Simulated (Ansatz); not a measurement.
Runs of Ansatz 0.2.0 on Cd3Se. The structure is tetragonal, space group I4/mmm (No. 139). Conventional cell: a = 4.082 Å, b = 4.082 Å, c = 12.174 Å, α = 90.00°, β = 90.00°, γ = 90.00°. Around Cd (site symmetry 4/mmm) lie 4 Se at 2.89 Å. Around Cd (site symmetry -4m2) lie 4 Cd at 2.89 Å. Around Se (site symmetry 4/mmm) lie 4 Cd at 2.89 Å. The cell comes from a database or a generator and needn't be the stable form of this composition.

```csv
task,level,spin,k mesh,cutoff (eV),points for each segment of the path,atoms under strain,gap on the mesh (eV),pressure (GPa),V0 of scaled cells (Å³/atom),B0 (GPa)
equation of state,PBE,off,9 × 9 × 9,420,-,-,-,-,(a),40
band structure,PBEsol,"SOC, no magnetisation",9 × 9 × 9,420,14,-,none,-3.8,-,-
equation of state,r2SCAN,off,9 × 9 × 9,500,-,-,-,-,24.07,48
band structure,PBE,off,9 × 9 × 9,420,14,-,none,(b),-,-
phonons,PBEsol,off,8 × 8 × 8,420,-,-,none,-,-,-
elastic constants,PBEsol,off,8 × 8 × 8,420,-,relaxed,none,-3.7,-,-
```

Alike in all rows: potentials or basis Ansatz PAW; cell as given; smearing fermi-dirac 0.05 eV.

Q: Fill in the values left out.

A: (a) 25.03; (b) -0.5.

Caveats: the PAW data sets come from PBE, with cores solved anew for the run's functional, which leaves a small shift of forces and pressure (some runs); the cell was scaled at fixed shape and fractional positions, which overstates the stiffness of a crystal with free parameters, most of all of layers and chains (some runs); the PAW data sets were made with another functional, which shifts forces and pressure a little (some runs); some modes are imaginary (some runs); the cell is more than 3 GPa from zero pressure, which shifts response properties (some runs); the elastic tensor has a negative eigenvalue, so either the cell is unstable as it stands or the mesh is too thin (some runs).

A k mesh can miss the band edges, and rows without SOC leave out spin-orbit coupling on Cd, Se.

A gap of «none» marks a metal or a gap under the smearing width.
